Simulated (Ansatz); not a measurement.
# EuTe2: the cost of one run

Program: Ansatz 0.2.0. Level of theory: DFT r²SCAN, scalar-relativistic, plane waves, PAW. These are calculated values, not measurements.

**1. The structure to begin with**

It takes space group I4/mcm (No. 140, tetragonal). The conventional cell has a = 6.981 Å, b = 6.981 Å, c = 8.146 Å, α = 90.00°, β = 90.00°, γ = 90.00°. Around Eu (site symmetry 422) lie 8 Te at 3.37 Å. Around Te (site symmetry m2m) lie 1 Te at 2.83 Å and 4 Eu at 3.37 Å.

Coordinates:

```cif
data_structure
_symmetry_space_group_name_H-M 'P 1'
_symmetry_Int_Tables_number 1
_cell_length_a 6.4000
_cell_length_b 6.4000
_cell_length_c 6.4000
_cell_angle_alpha 113.892
_cell_angle_beta 113.892
_cell_angle_gamma 100.951
_cell_volume 198.52
loop_
_atom_site_label
_atom_site_type_symbol
_atom_site_fract_x
_atom_site_fract_y
_atom_site_fract_z
_atom_site_occupancy
Eu1 Eu 0.75000 0.75000 0.00000 1
Eu2 Eu 0.25000 0.25000 0.00000 1
Te1 Te 0.35665 0.85665 0.21330 1
Te2 Te 0.85665 0.64335 0.50000 1
Te3 Te 0.64335 0.14335 0.78670 1
Te4 Te 0.14335 0.35665 0.50000 1
```

An earlier run at r²SCAN left this cell at 33.087 Å³/atom and 0.00 GPa (8×8×8 mesh).

**2. Antiferromagnetic, in the cell as typed**

The input, input.yaml:

```yaml
crystal:
  lattice:
    - [-3.490731122, 3.490731122, 4.0730074112]
    - [3.490731122, -3.490731122, 4.0730074112]
    - [3.490731122, 3.490731122, -4.0730074112]
  atoms:
    - { symbol: Eu, position: [0.75, 0.75, 0.0], spin: 6.0 }
    - { symbol: Eu, position: [0.25, 0.25, 0.0], spin: -6.0 }
    - { symbol: Te, position: [0.3566475821, 0.8566475821, 0.2132951642] }
    - { symbol: Te, position: [0.8566475821, 0.6433524179, 0.5] }
    - { symbol: Te, position: [0.6433524179, 0.1433524179, 0.7867048358] }
    - { symbol: Te, position: [0.1433524179, 0.3566475821, 0.5] }
basis:
  ecutwfc: 500
  ecutrho_ratio: 4
kpoints:
  mp_grid: { grid: [8, 8, 8] }
hamiltonian:
  xc: r2scan
scf:
  occupations: { method: gaussian, width: 0.05 }
  lower_state_search: "off"
output:
  forces: true
  stress: true
  eigenvalues: true
  populations: true
magnetization:
  spin_polarized: true
```

On the command line:

```
ansatz run input.yaml --threads 8 --pin off --max-ram 22528MiB --backend cpu --events-out ev --progress --plain --runs-dir out
```

Q: Estimate wall time and peak memory on 8 threads of Intel Xeon Platinum 8488C (Sapphire Rapids), shared host.

About 56 s, with a peak of 2.3 GiB.
